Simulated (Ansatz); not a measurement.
# singlet C2H3Ge− at 6 levels

Aim: a comparison of 6 runs (B3LYP/6-31G*, B2PLYP/def2-SVPD, BHLYP/def2-SVPD, PBE/def2-SVPD, MP2/def2-SVPD, CCSD/def2-SVPD) of singlet C2H3Ge−. 

Program for the calculation: Ansatz 0.2.0.

55 further runs of the same task are left out: 6 that didn't finish, 49 set aside as unsound or not needed. Runs told in other sessions of the task aren't counted.

**1. Starting point**

C2H3Ge− has 6 atoms, charge -1, and is taken as a singlet. SMILES of the parent species: `[C]#[C][GeH3]`. The coordinates come from a PBE0-D4/def2-TZVP relaxation. That shape belongs to the parent species and isn't relaxed for this state.

Bond lengths: C1–C2 1.211 Å, C2–Ge3 1.905 Å, Ge3–H4 1.532 Å, Ge3–H5 1.532 Å, Ge3–H6 1.532 Å. Angles: C1–C2–Ge3 180.0°, C2–Ge3–H4 108.1°, C2–Ge3–H5 108.1°, C2–Ge3–H6 108.1°, H4–Ge3–H5 110.8°, H4–Ge3–H6 110.8°, H5–Ge3–H6 110.8°.

**2. The energy at B3LYP/6-31G(d) (Cartesian functions) (run 1)**

job.yaml

```yaml
crystal:
  periodic: [false, false, false]
  atoms:
    - symbol: C
      position_ang: [1.063000, -1.993700, 1.127200]
    - symbol: C
      position_ang: [0.554800, -1.039400, 0.581600]
    - symbol: Ge
      position_ang: [-0.244200, 0.461100, -0.277700]
    - symbol: H
      position_ang: [-1.482100, -0.028100, -1.035900]
    - symbol: H
      position_ang: [0.783700, 1.059700, -1.242900]
    - symbol: H
      position_ang: [-0.633000, 1.476400, 0.801400]
basis:
  gaussian: {orbitals: "6-31G*"}
total_charge: -1
magnetization: {spin_polarized: false}
hamiltonian: {xc: {name: B3LYP}}
accuracy: high
output: {orbitals: {seedname: orbitals}}
```

On the command line:

```
$ ansatz run job.yaml --threads 1 --pin off --max-ram 3480MiB --events-out events.jsonl --progress --plain --runs-dir runs
```

The log of the run:

```text
Warning: RAYON_NUM_THREADS=1 ignored (pool sized by the plan → 1); use --threads N
Functional definition: B3LYP
  name "B3LYP"
  parameter a0 = 0.2
  parameter ax = 0.72
  parameter ac = 0.81
  exchange = (1 - a0 - ax)*slater_x + ax*b88_x + a0*exact_x
  correlation = (1 - ac)*vwn_rpa_c + ac*lyp_c
1416 factors; integrals over basis functions are off by at most 4.2e-9 eV
mean field evaluation 1: about -58628.1739 eV, gradient 3.8e1 eV
mean field evaluation 2: about -58596.5588 eV, gradient 1.0e2 eV
mean field evaluation 4: about -58631.3170 eV, gradient 1.2e1 eV
mean field evaluation 8: about -58631.6786 eV, gradient 8.7e-1 eV
mean field evaluation 16: about -58631.6803 eV, gradient 6.6e-6 eV
mean field -58631.68028873 eV, -2154.6745086307 hartree, gradient 8.9e-9 eV, S^2 0.000000; 0 other end points of the search recorded, 0 dependent functions left out
reference -58631.68032812 eV, -2154.6745100779 hartree; 24, 24 occupied and 47, 47 virtual orbitals, 1416 factors
Total energy: -58631.68032812 eV, -2154.6745100779 hartree
```

Run time: 5.7 s. Hardware: 1 thread of Arm Neoverse V1, shared host; peak memory 0.2 GiB.

**3. The energy at B2PLYP/def2-SVPD (run 2)**

molecule.yaml

```yaml
crystal:
  periodic: [false, false, false]
  atoms:
    - {symbol: C, position_ang: [1.063000, -1.993700, 1.127200]}
    - {symbol: C, position_ang: [0.554800, -1.039400, 0.581600]}
    - {symbol: Ge, position_ang: [-0.244200, 0.461100, -0.277700]}
    - {symbol: H, position_ang: [-1.482100, -0.028100, -1.035900]}
    - {symbol: H, position_ang: [0.783700, 1.059700, -1.242900]}
    - {symbol: H, position_ang: [-0.633000, 1.476400, 0.801400]}
basis:
  gaussian: {orbitals: def2-SVPD}
accuracy: high
correlation: {frozen_orbitals: {C: 1, Ge: 9, H: 0}}
output: {orbitals: {seedname: orbitals}}
total_charge: -1
hamiltonian: {xc: {name: B2PLYP}}
```

On the command line:

```
$ ansatz run molecule.yaml --threads 1 --pin off --max-ram 3480MiB --events-out events.jsonl --progress --plain --runs-dir runs
```

The log of the run, shortened:

```text
Warning: RAYON_NUM_THREADS=1 ignored (pool sized by the plan → 1); use --threads N
Functional definition: B2PLYP
  name "B2PLYP"
[...]
2014 factors; integrals over basis functions are off by at most 4.5e-9 eV
[...]
mean field -58612.96520107 eV, -2153.9867418446 hartree, gradient 2.6e-8 eV, S^2 0.000000; 0 other end points of the search recorded, 0 dependent functions left out
11 core orbitals not correlated: weight in the atoms' cores, before any rotation towards them, 1.000 or more for the frozen orbitals, at most 0.000 for the correlated occupied ones
reference -58612.96522543 eV, -2153.9867427399 hartree; 13, 13 occupied and 78, 78 virtual orbitals, 2014 factors
second order -17.06055329 eV of doubles, -0.00000000 eV of singles
Total energy: -58617.57157482 eV, -2154.1560229577 hartree
```

It took 13 s on 1 thread of Arm Neoverse V1, shared host; peak memory 0.33 GiB.

Runs 3 to 5 aren't shown in full; the table further down has their settings and results.

**4. The energy at CCSD/def2-SVPD (run 6)**

job.yaml

```yaml
crystal:
  periodic: [false, false, false]
  atoms:
    - {symbol: C, position_ang: [1.063000, -1.993700, 1.127200]}
    - {symbol: C, position_ang: [0.554800, -1.039400, 0.581600]}
    - {symbol: Ge, position_ang: [-0.244200, 0.461100, -0.277700]}
    - {symbol: H, position_ang: [-1.482100, -0.028100, -1.035900]}
    - {symbol: H, position_ang: [0.783700, 1.059700, -1.242900]}
    - {symbol: H, position_ang: [-0.633000, 1.476400, 0.801400]}
basis:
  gaussian: {orbitals: def2-SVPD}
scf: {omitted_lower_state_checks: [cluster_reference, increment]}
correlation: {method: ccsd, frozen_orbitals: {C: 1, Ge: 9, H: 0}}
total_charge: -1
accuracy: high
```

On the command line:

```
$ ansatz run job.yaml --threads 1 --pin off --max-ram 3480MiB --events-out events.jsonl --progress --plain --runs-dir runs
```

The log of the run, shortened:

```text
Warning: RAYON_NUM_THREADS=1 ignored (pool sized by the plan → 1); use --threads N
Functional definition: HF
  name "HF"
[...]
2014 factors; integrals over basis functions are off by at most 4.5e-9 eV
[...]
mean field -58570.62949726 eV, -2152.4309334257 hartree, gradient 1.5e-8 eV, S^2 0.000000; 0 other end points of the search recorded, 0 dependent functions left out
11 core orbitals not correlated: weight in the atoms' cores, before any rotation towards them, 1.000 or more for the frozen orbitals, at most 0.000 for the correlated occupied ones
reference -58570.62949726 eV, -2152.4309334257 hartree; 13, 13 occupied and 78, 78 virtual orbitals, 2014 factors
second order -13.67860814 eV of doubles, -0.00000000 eV of singles
cycle   1  -13.57685859 eV  change    1.0e-1 eV  update   1.0e-1
[...]
cycle  23  -14.17559245 eV  change    1.2e-9 eV  update   2.3e-9
Total energy: -58584.80508971 eV, -2152.9518768399 hartree
Checks for a lower state left out: cluster_reference, increment
```

Wall time 27 s (1 thread of Arm Neoverse V1, shared host); peak memory 0.68 GiB.

**5. All runs side by side**

```csv
run,level,Cartesian functions,frozen core orbitals,energy (Eh),HOMO energy (eV),LUMO energy (eV),HOMO–LUMO gap (eV),wall time
1,B3LYP/6-31G* (Cartesian functions),yes,–,-2154.674510,0.07,5.44,5.37,5.7 s
2,B2PLYP/def2-SVPD,no,11,-2154.156023,-2.37,4.28,6.64,13 s
3,BHLYP/def2-SVPD,no,–,-2154.542159,-2.42,4.12,6.54,10 s
4,PBE/def2-SVPD,no,–,-2154.189532,0.28,3.17,2.89,6.9 s
5,MP2/def2-SVPD,no,11,-2152.933613,–,–,–,5.1 s
6,CCSD/def2-SVPD,no,11,-2152.951877,–,–,–,27 s
```

**6. Summary of results**

| quantity | value |
| --- | --- |
| run 6: total energy | -2152.95188 Eh |
| run 6: correlation energy (11 core orbitals frozen) | -520.9 mEh |
| run 6: T1 diagnostic | 0.014 |

**Reading.** Over runs 1, 2, 3, 4 the HOMO–LUMO gap runs from 2.89 eV (PBE/def2-SVPD) to 6.64 eV (B2PLYP/def2-SVPD). The empty levels of an anion lie above zero and hang on the basis. A double hybrid's value is that of its SCF part. Totals of different functionals can't be ranked against each other. In runs 1, 4 the HOMO lies above zero, from self-interaction, a short basis or an electron that isn't bound. All runs together took 67 s, the longest 27 s.
